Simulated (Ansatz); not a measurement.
# CH4Br (doublet): from Hartree-Fock to the top rungs at distance C1–H5 along a hydrogen transfer = 1.410 Å, cc-pVDZ

How much of the correlation energy of CH4Br (doublet) does each wave-function method recover here?

The runs use Ansatz 0.2.0, Gaussian basis; cc-pVDZ, core rule «outside noble gas», up to 15 orbitals frozen.

To be run: UHF; CCSD(T) on ROHF; CCSD(T) on UHF; BCCD(T) on ROHF; CISD; CCSDT(Q) on ROHF; CCSDT(Q) on UHF; CASSCF and MRCISD+Q, 3 electrons in 3 orbitals; CASSCF and NEVPT2, 3 electrons in 3 orbitals; CASSCF and MRCISD+Q, 15 electrons in 12 orbitals; CASSCF and NEVPT2, 15 electrons in 12 orbitals.

### Step 1. The system

The geometry derives from fragments relaxed apart (PBE0/def2-TZVP) and kept rigid, so it is no stationary point. A hydrogen atom is moved between rigid fragments. No spin-orbit coupling is included. The filled d shell of Br may be among the frozen orbitals whatever the setting's name suggests; the logs give the count.

6 atoms, charge 0, spin multiplicity 2.

Atoms are counted from 1 here; the program's logs count them from 0.

Bond lengths: C1–H2 1.090 Å, C1–H3 1.090 Å, C1–H4 1.090 Å. Angles: H2–C1–H3 109.5°, H2–C1–H4 109.5°, H3–C1–H4 109.5°.

### Step 2. UHF

in.yaml reads:

```yaml
crystal:
  periodic: [false, false, false]
  atoms:
    - {symbol: C, position_ang: [-2.808229, 0.000000, 0.000000]}
    - {symbol: H, position_ang: [-3.171434, 1.027301, 0.000000]}
    - {symbol: H, position_ang: [-3.171434, -0.513650, 0.889668]}
    - {symbol: H, position_ang: [-3.171434, -0.513650, -0.889669]}
    - {symbol: H, position_ang: [-1.398229, 0.000000, 0.000000]}
    - {symbol: Br, position_ang: [0.559771, 0.000000, 0.000000]}
basis:
  gaussian: {orbitals: cc-pVDZ}
magnetization: {spin_polarized: true, initial_magnetization: 1}
hamiltonian: {xc: hf}
output: {orbitals: {seedname: orbitals}}
```

The run is started by

```console
> ansatz run in.yaml --threads 1 --pin off --events-out ev --progress --plain --max-ram 4096MiB --backend cpu
```

Further steps of the session: CCSD(T) on ROHF; CCSD(T) on UHF; BCCD(T) on ROHF; CISD; CCSDT(Q) on ROHF; CCSDT(Q) on UHF; CASSCF and MRCISD+Q, 3 electrons in 3 orbitals; CASSCF and NEVPT2, 3 electrons in 3 orbitals; CASSCF and MRCISD+Q, 15 electrons in 12 orbitals; CASSCF and NEVPT2, 15 electrons in 12 orbitals.

Q: Predict the results of all the runs planned. Wanted: UCCSDT(Q) below the RHF energy; RMP2 from UCCSDT(Q); UMP2 from UCCSDT(Q); RCCSD from UCCSDT(Q); RCCSD(T) from UCCSDT(Q); UCCSD(T) from UCCSDT(Q); RCCSDT(Q) from UCCSDT(Q); NEVPT2 pair from UCCSDT(Q); MRCISD+Q pair from UCCSDT(Q).

**Answer**, as computed:

| quantity | value |
| --- | --- |
| UCCSDT(Q) below the RHF energy | -8.6423 eV |
| RMP2 from UCCSDT(Q) | +118.3 kJ/mol |
| UMP2 from UCCSDT(Q) | +122.9 kJ/mol |
| RCCSD from UCCSDT(Q) | +20.2 kJ/mol |
| RCCSD(T) from UCCSDT(Q) | +3.2 kJ/mol |
| UCCSD(T) from UCCSDT(Q) | +3.2 kJ/mol |
| RCCSDT(Q) from UCCSDT(Q) | +0.1 kJ/mol |
| NEVPT2 pair from UCCSDT(Q) | +110.4 kJ/mol |
| MRCISD+Q pair from UCCSDT(Q) | +8.1 kJ/mol |
| NEVPT2 valence from UCCSDT(Q) | +139.6 kJ/mol |
| levels within 1 kcal/mol (43 meV) | RCCSD(T), UCCSD(T), BCCD(T), RCCSDT, UCCSDT, RCCSDT(Q), MRCISD+Q valence |
| T1 diagnostic | 0.020 |
| effectively unpaired electrons | 1.03 |

RCCSD(T) lands +3.2 kJ/mol from the yardstick (0.4 % of the correlation energy). One determinant dominates. Of the multireference levels listed MRCISD+Q valence comes nearest in total energy (+2.3 kJ/mol), which doesn't show that its space is the better one. These misses are within one basis, not against nature; the frozen cores of restricted and unrestricted runs differ, which can shift their rows.
